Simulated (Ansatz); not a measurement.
# C2H8SSi: geometry optimisation, by script

What geometry does C2H8SSi take? The task is a geometry optimisation, for C2H8SSi.

All numbers are computed with Ansatz 0.2.0, driven from Python. Level of theory: Hartree-Fock/cc-pVDZ.

### 1 The structure

Bond lengths: C1–Si2 1.805 Å, Si2–C3 1.817 Å, Si2–S4 2.121 Å, C1–H5 1.148 Å, C1–H6 1.140 Å, C1–H7 1.078 Å, Si2–H8 1.458 Å, C3–H9 1.138 Å, C3–H10 1.128 Å, C3–H11 1.085 Å, S4–H12 1.356 Å. Angles (14 of 19 angles, heavy atoms first): C1–Si2–C3 111.0°, C1–Si2–S4 108.6°, C3–Si2–S4 106.8°, C1–Si2–H8 111.6°, C3–Si2–H8 108.5°, S4–Si2–H8 110.3°, Si2–C1–H5 111.8°, Si2–C1–H6 112.6°, Si2–C1–H7 115.6°, Si2–C3–H9 113.2°, Si2–C3–H10 113.0°, Si2–C3–H11 113.5°, Si2–S4–H12 97.0°, H5–C1–H6 102.5°.

The script holds or builds the structure itself.

### 2 The code

opt_c2h8ssi.py

```python
'''Relax the C2H8SSi molecule.'''

import itertools

import ansatz as az
from ase.data import atomic_numbers, covalent_radii
import numpy as np

GEOMETRY = '''
C    -0.62790    1.00690   -1.19140
Si   -0.44420   -0.10930    0.21560
C     1.26290   -0.09590    0.83700
S    -0.84320   -2.08840   -0.43550
H    -1.70410    1.01730   -1.59070
H    -0.45910    2.09890   -0.90930
H     0.01180    0.80260   -2.03440
H    -1.33690    0.25300    1.30940
H     1.57930    0.91390    1.25460
H     1.42160   -0.79710    1.70580
H     1.99800   -0.37750    0.08980
H    -0.78120   -2.67960    0.78310
'''

molecule = az.Crystal.molecule()
for line in GEOMETRY.strip().splitlines():
    symbol, *xyz = line.split()
    molecule = molecule.atom(symbol, [float(v) for v in xyz])

base = molecule.calculation().basis(gaussian='cc-pVDZ').functional('hf')
symbols = [site.symbol for site in molecule.cartesian_sites]
start = np.array([site.position_ang for site in molecule.cartesian_sites], dtype=float)
summary = base.relax(force_tolerance=0.01).run(threads=1).report
end = np.array(summary['positions_ang'])

print(f'E = {summary["free_energy_ev"]:.6f} eV = {summary["free_energy_ev"] / 27.211386246:.7f} Ha')
print('converged:', summary['converged'], ' doubts:', summary['published_state_doubts'] or 'none')

# pairs closer than 1.2 times the sum of covalent radii, before or after
radius = [covalent_radii[atomic_numbers[s]] for s in symbols]
span = lambda where, i, j: np.linalg.norm(where[i] - where[j])
bonded = [(i, j) for i, j in itertools.combinations(range(len(symbols)), 2) if min(span(start, i, j), span(end, i, j)) < 1.2 * (radius[i] + radius[j])]
print('pair        before    after (A)')
for i, j in bonded:
    print(f'{symbols[i]}{i}-{symbols[j]}{j}'.ljust(10), f'{span(start, i, j):8.4f} {span(end, i, j):8.4f}')
```

### 3 The run

Command:

```bash
$ python opt_c2h8ssi.py
```

Q: Predict the main results. Wanted: total energy; dipole moment; moves of the relaxation; energy gained; last largest force component.

**Answer**, as computed:

| quantity | value |
| --- | --- |
| total energy | -20868.7320 eV |
| dipole moment | 1.86 D |
| moves of the relaxation | 6 |
| energy gained | 0.364 eV |
| last largest force component | 0.0071 eV/Å |

After 6 moves the largest shift is 0.120 Å, of atom 4 (S). The end point is the stationary point reached from this start; no frequency run checks that it is a minimum, and the basis set is modest.
